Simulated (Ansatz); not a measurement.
# CH₄AlFOS: one molecule under many settings, part 2 of 2

Ansatz 0.2.0, Gaussian basis; the settings change from run to run.

**7. B3LYP5/pcseg-2**

Options: high accuracy, the search for lower states set to light.

The input, in.yaml:

```yaml
crystal:
  periodic: [false, false, false]
  atoms:
    - {symbol: O, position_ang: [0.014660, 1.795562, -0.652966]}
    - {symbol: Al, position_ang: [0.286248, 0.237227, -0.069229]}
    - {symbol: S, position_ang: [2.285344, -0.544213, 0.363614]}
    - {symbol: C, position_ang: [-1.229762, -0.982754, 0.258825]}
    - {symbol: F, position_ang: [-2.453918, -0.396230, -0.055327]}
    - {symbol: H, position_ang: [0.678395, 2.454719, -0.842091]}
    - {symbol: H, position_ang: [2.907234, 0.590925, 0.002162]}
    - {symbol: H, position_ang: [-1.134218, -1.903047, -0.331200]}
    - {symbol: H, position_ang: [-1.265682, -1.298688, 1.309110]}
basis:
  gaussian: {orbitals: pcseg-2}
hamiltonian: {xc: {name: B3LYP5}}
accuracy: high
scf: {lower_state_search: light}
```

Run with:

```sh
$ ansatz run in.yaml --threads 4 --pin off --events-out ev --progress --plain --max-ram 10444MiB
```

Output:

```text
Functional definition: B3LYP5
  name "B3LYP5"
  cite "Stephens, Devlin, Chabalowski & Frisch, J. Phys. Chem. 98, 11623 (1994) doi:10.1021/j100096a001"
  cite "Becke, Phys. Rev. A 38, 3098 (1988) doi:10.1103/PhysRevA.38.3098"
  cite "Lee, Yang & Parr, Phys. Rev. B 37, 785 (1988) doi:10.1103/PhysRevB.37.785"
  cite "Vosko, Wilk & Nusair, Can. J. Phys. 58, 1200 (1980) doi:10.1139/p80-159"
  parameter a0 = 0.2
  parameter ax = 0.72
  parameter ac = 0.81
  exchange = (1 - a0 - ax)*slater_x + ax*b88_x + a0*exact_x
  correlation = (1 - ac)*vwn5_c + ac*lyp_c
3872 factors; integrals over basis functions are off by at most 3.0e-8 eV
mean field evaluation 1: about -23289.4941 eV, gradient 7.5e1 eV
mean field evaluation 2: about -23263.1492 eV, gradient 1.3e2 eV
mean field evaluation 4: about -23299.6445 eV, gradient 7.5e0 eV
mean field evaluation 8: about -23299.8868 eV, gradient 7.8e-1 eV
mean field evaluation 16: about -23299.8879 eV, gradient 3.7e-4 eV
mean field -23299.88787116 eV, -856.2550860337 hartree, gradient 3.5e-8 eV, S^2 0.000000; 0 other end points of the search recorded, 0 dependent functions left out
reference -23299.88791642 eV, -856.2550876972 hartree; 28, 28 occupied and 186, 186 virtual orbitals, 3872 factors
Total energy: -23299.88791642 eV, -856.2550876972 hartree
```

Run time: 9 s. Hardware: 4 threads of Intel Xeon at 2.60GHz, shared host; peak memory 1.2 GiB.

**8. B2PLYP/cc-pVDZ**

This run has density fitting with def2-universal-jkfit.

in.yaml, as its differences from that of step 7:

```diff
@@ -13,5 +13,4 @@
 basis:
-  gaussian: {orbitals: pcseg-2}
-hamiltonian: {xc: {name: B3LYP5}}
-accuracy: high
-scf: {lower_state_search: light}
+  gaussian: {orbitals: cc-pVDZ, fitting: {mean_field: def2-universal-jkfit}}
+hamiltonian: {xc: {name: B2PLYP}}
+output: {forces: true}
```

Same command.

Output:

```text
Functional definition: B2PLYP
  name "B2PLYP"
  cite "Grimme, J. Chem. Phys. 124, 034108 (2006) doi:10.1063/1.2148954"
  cite "Becke, Phys. Rev. A 38, 3098 (1988) doi:10.1103/PhysRevA.38.3098"
  cite "Lee, Yang & Parr, Phys. Rev. B 37, 785 (1988) doi:10.1103/PhysRevB.37.785"
  parameter a = 0.53
  parameter c = 0.27
  exchange = (1 - a)*b88_x + a*exact_x
  correlation = (1 - c)*lyp_c + c*(mp2_os + mp2_ss)
557 factors; integrals over basis functions are off by at most 3.2e-1 eV
mean field evaluation 1: about -23277.7246 eV, gradient 5.0e1 eV
mean field evaluation 2: about -23277.7255 eV, gradient 5.0e1 eV
mean field evaluation 4: about -23282.4286 eV, gradient 5.7e0 eV
mean field evaluation 8: about -23282.5015 eV, gradient 6.7e-2 eV
mean field evaluation 16: about -23282.5015 eV, gradient 1.3e-5 eV
mean field -23282.50153918 eV, -855.6161501185 hartree, gradient 3.4e-6 eV, S^2 0.000000; 0 other end points of the search recorded, 0 dependent functions left out
13 core orbitals not correlated: weight in the atoms' cores, before any rotation towards them, 1.000 or more for the frozen orbitals, at most 0.000 for the correlated occupied ones
reference -23282.50169592 eV, -855.6161558785 hartree; 15, 15 occupied and 70, 70 virtual orbitals, 557 factors
second order -23.30467816 eV of doubles, -0.00000000 eV of singles
the calculation of the forces begins
Total energy: -23288.79395902 eV, -855.8473922825 hartree
Atom 0 at     0.014660     1.795562    -0.652966 Å, force    -0.415426     0.718555    -0.290672 eV/Å
Atom 1 at     0.286248     0.237227    -0.069229 Å, force    -0.065331    -0.791378     0.280919 eV/Å
Atom 2 at     2.285344    -0.544213     0.363614 Å, force     0.186552    -0.336766     0.135369 eV/Å
Atom 3 at    -1.229762    -0.982754     0.258825 Å, force     0.155067    -0.002363     0.012680 eV/Å
Atom 4 at    -2.453918    -0.396230    -0.055327 Å, force    -0.371074     0.275519    -0.131056 eV/Å
Atom 5 at     0.678395     2.454719    -0.842091 Å, force     0.239282     0.285566    -0.085563 eV/Å
Atom 6 at     2.907234     0.590925     0.002162 Å, force     0.163770     0.226551    -0.069097 eV/Å
Atom 7 at    -1.134218    -1.903047    -0.331200 Å, force     0.070911    -0.268004    -0.143783 eV/Å
Atom 8 at    -1.265682    -1.298688     1.309110 Å, force     0.036250    -0.107681     0.291203 eV/Å
Dipole moment:     0.428292     0.145213    -0.018014 e Å
```

It took 2 s on 4 threads of Intel Xeon at 2.60GHz, shared host.

Largest force 0.879 eV/Å, dipole 2.17 D.

**9. r2SCAN50/ANO-RCC-VTZP**

Set apart from the defaults: charge -1, multiplicity 2.

in.yaml, as its differences from that of step 8:

```diff
@@ -13,4 +13,6 @@
 basis:
-  gaussian: {orbitals: cc-pVDZ, fitting: {mean_field: def2-universal-jkfit}}
-hamiltonian: {xc: {name: B2PLYP}}
+  gaussian: {orbitals: ANO-RCC-VTZP}
+total_charge: -1
+magnetization: {spin_polarized: true, initial_magnetization: 1}
+hamiltonian: {xc: {name: r2SCAN50}}
 output: {forces: true}
```

The command is unchanged.

Output:

```text
Functional definition: r2SCAN50
  name "r2SCAN50"
  cite "Bursch, Neugebauer, Ehlert & Grimme, J. Chem. Phys. 156, 134105 (2022) doi:10.1063/5.0086040"
  cite "Furness, Kaplan, Ning, Perdew & Sun, J. Phys. Chem. Lett. 11, 8208 (2020) doi:10.1021/acs.jpclett.0c02405"
  cite "Furness, Kaplan, Ning, Perdew & Sun, J. Phys. Chem. Lett. 11, 9248 (2020) doi:10.1021/acs.jpclett.0c03077"
  parent r2scan
  parameter a = 0.5
  parameter k0 = 0.174
  parameter k1 = 0.065
  parameter a1 = 4.9479
  exchange = (1 - a)*r2scan_x(k0 = k0, k1 = k1, a1 = a1) + a*exact_x
  correlation = r2scan_c
1833 factors; their error is unknown
mean field evaluation 1: about -23340.6944 eV, gradient 2.6e1 eV
mean field evaluation 2: about -23340.0598 eV, gradient 3.2e1 eV
mean field evaluation 4: about -23343.5328 eV, gradient 1.5e0 eV
mean field evaluation 8: about -23343.5498 eV, gradient 1.1e-1 eV
mean field evaluation 16: about -23343.7862 eV, gradient 9.8e-4 eV
mean field evaluation 32: about -23343.2457 eV, gradient 3.9e0 eV
mean field -23343.78624142 eV, -857.8683213856 hartree, gradient 9.3e-6 eV, S^2 0.751221; 6 other end points of the search recorded, 0 dependent functions left out
the calculation of the forces begins
reference -23343.78626448 eV, -857.8683222331 hartree; 29, 28 occupied and 185, 186 virtual orbitals, 1833 factors
Total energy: -23343.78626448 eV, -857.8683222331 hartree
Relativity: scalar
Atom 0 at     0.014660     1.795562    -0.652966 Å, force    -0.123362    -0.057874     0.011909 eV/Å
Atom 1 at     0.286248     0.237227    -0.069229 Å, force     0.249137     0.630998    -0.210930 eV/Å
Atom 2 at     2.285344    -0.544213     0.363614 Å, force     0.083699    -0.251090     0.097602 eV/Å
Atom 3 at    -1.229762    -0.982754     0.258825 Å, force    -0.131054    -0.164133     0.049732 eV/Å
Atom 4 at    -2.453918    -0.396230    -0.055327 Å, force     0.198145    -0.243559     0.105614 eV/Å
Atom 5 at     0.678395     2.454719    -0.842091 Å, force    -0.052839    -0.268788     0.093637 eV/Å
Atom 6 at     2.907234     0.590925     0.002162 Å, force    -0.091045     0.017895    -0.013291 eV/Å
Atom 7 at    -1.134218    -1.903047    -0.331200 Å, force    -0.081712     0.238420     0.122778 eV/Å
Atom 8 at    -1.265682    -1.298688     1.309110 Å, force    -0.050970     0.098131    -0.257050 eV/Å
Dipole moment:    -0.737425    -0.989281     0.301972 e Å
```

Wall time 21 s (4 threads of Intel Xeon at 2.60GHz, shared host); peak memory 1.1 GiB.

Largest force 0.710 eV/Å, ⟨S²⟩ 0.751.

**10. LC-wPBE/6-31G***

This run has a grid of angular degree 23.

in.yaml, as its differences from that of step 9:

```diff
@@ -13,6 +13,4 @@
 basis:
-  gaussian: {orbitals: ANO-RCC-VTZP}
-total_charge: -1
-magnetization: {spin_polarized: true, initial_magnetization: 1}
-hamiltonian: {xc: {name: r2SCAN50}}
+  gaussian: {orbitals: "6-31G*", final_grid: {core_spheres: 8, valence_spheres: 7, degree: 23}}
+hamiltonian: {xc: {name: LC-wPBE}}
 output: {forces: true}
```

Launched as before.

Output:

```text
Functional definition: LC-wPBE
  name "LC-wPBE"
  cite "Vydrov & Scuseria, J. Chem. Phys. 125, 234109 (2006) doi:10.1063/1.2409292"
  cite "Heyd & Scuseria, J. Chem. Phys. 120, 7274 (2004) doi:10.1063/1.1668634"
  cite "Ernzerhof & Perdew, J. Chem. Phys. 109, 3313 (1998) doi:10.1063/1.476928"
  cite "Perdew, Burke & Ernzerhof, Phys. Rev. Lett. 77, 3865 (1996) doi:10.1103/PhysRevLett.77.3865"
  parent pbe
  parameter omega = 0.4/bohr
  exchange = pbe_x_sr(omega) + exact_x_lr(omega)
  correlation = pbe_c
1024 factors; their error is unknown
338 factors; integrals over basis functions are off by at most 1.1e-5 eV
mean field evaluation 1: about -23285.3995 eV, gradient 5.3e1 eV
mean field evaluation 2: about -23285.1655 eV, gradient 5.8e1 eV
mean field evaluation 4: about -23290.5861 eV, gradient 1.4e0 eV
mean field evaluation 8: about -23290.5915 eV, gradient 5.1e-2 eV
mean field evaluation 16: about -23290.5382 eV, gradient 3.7e-5 eV
mean field -23290.53817886 eV, -855.9114911795 hartree, gradient 1.3e-5 eV, S^2 0.000000; 0 other end points of the search recorded, 0 dependent functions left out
the calculation of the forces begins
reference -23290.53817887 eV, -855.9114911797 hartree; 28, 28 occupied and 63, 63 virtual orbitals, 1024 factors
Total energy: -23290.53817887 eV, -855.9114911797 hartree
Atom 0 at     0.014660     1.795562    -0.652966 Å, force    -0.112521     0.089626    -0.040524 eV/Å
Atom 1 at     0.286248     0.237227    -0.069229 Å, force    -0.096467    -0.433506     0.149148 eV/Å
Atom 2 at     2.285344    -0.544213     0.363614 Å, force    -0.057714     0.217000    -0.082450 eV/Å
Atom 3 at    -1.229762    -0.982754     0.258825 Å, force    -0.028467    -0.003284    -0.001242 eV/Å
Atom 4 at    -2.453918    -0.396230    -0.055327 Å, force     0.023548     0.061925    -0.021084 eV/Å
Atom 5 at     0.678395     2.454719    -0.842091 Å, force     0.157782     0.238880    -0.074811 eV/Å
Atom 6 at     2.907234     0.590925     0.002162 Å, force     0.054003    -0.107959     0.042901 eV/Å
Atom 7 at    -1.134218    -1.903047    -0.331200 Å, force     0.030561    -0.034824     0.004209 eV/Å
Atom 8 at    -1.265682    -1.298688     1.309110 Å, force     0.029274    -0.027859     0.023854 eV/Å
Dipole moment:     0.392814     0.213374    -0.045194 e Å
```

Run time: 0.8 s. Hardware: 4 threads of Intel Xeon at 2.60GHz, shared host.

Largest force 0.468 eV/Å, dipole 2.16 D.

**11. The runs in one table**

```csv
level,charge,multiplicity,geometry,functions,energy (eV),time
revPBE/def2-TZVPD,1,2,shaken,242,-23289.383,12 s
rPW86-PBE/aug-cc-pVTZ,0,1,relaxed,330,-23325.812,35 s
RPBE/def2-mTZVPP,0,1,relaxed,136,-23302.552,1.1 s
LC-wPBE/def2-TZVPP,0,1,relaxed,233,-23336.494,9 s
wB97X/6-31G*,0,1,relaxed,91,-23297.793,1.3 s
B3LYP5/pcseg-2,0,1,relaxed,214,-23299.888,9 s
B2PLYP/cc-pVDZ,0,1,relaxed,98,-23288.794,2 s
r2SCAN50/ANO-RCC-VTZP,-1,2,relaxed,214,-23343.786,21 s
LC-wPBE/6-31G*,0,1,relaxed,91,-23290.538,0.8 s
```

**12. Summary of results**

This closing draws on all 2 parts.

```
                                         quantity                        value
                                             runs                            9
                                         quickest        LC-wPBE/6-31G*, 0.8 s
                                          slowest  rPW86-PBE/aug-cc-pVTZ, 35 s
spread of total energies, same state and geometry                      47.7 eV
                  dipole, same state and geometry               1.90 to 2.17 D
```

**Reading.** Run time spans a factor of 43, from LC-wPBE/6-31G* to rPW86-PBE/aug-cc-pVTZ. The jobs differ in tasks and options as well as level. Total energies at one charge and spin differ by 48 eV between levels, so only differences within one level mean anything. Some of these runs are scalar-relativistic and others not, which shifts the totals of all-electron atoms past neon by eV; core potentials, where a basis has them, take the core out of the total altogether. At the PBE0-D4/def2-TZVP geometry and in the same state, runs without warnings or point charges leave forces up to 1.02 eV/Å (rPW86-PBE/aug-cc-pVTZ). At that geometry and state the dipole changes by 15 % between the lowest and highest value.
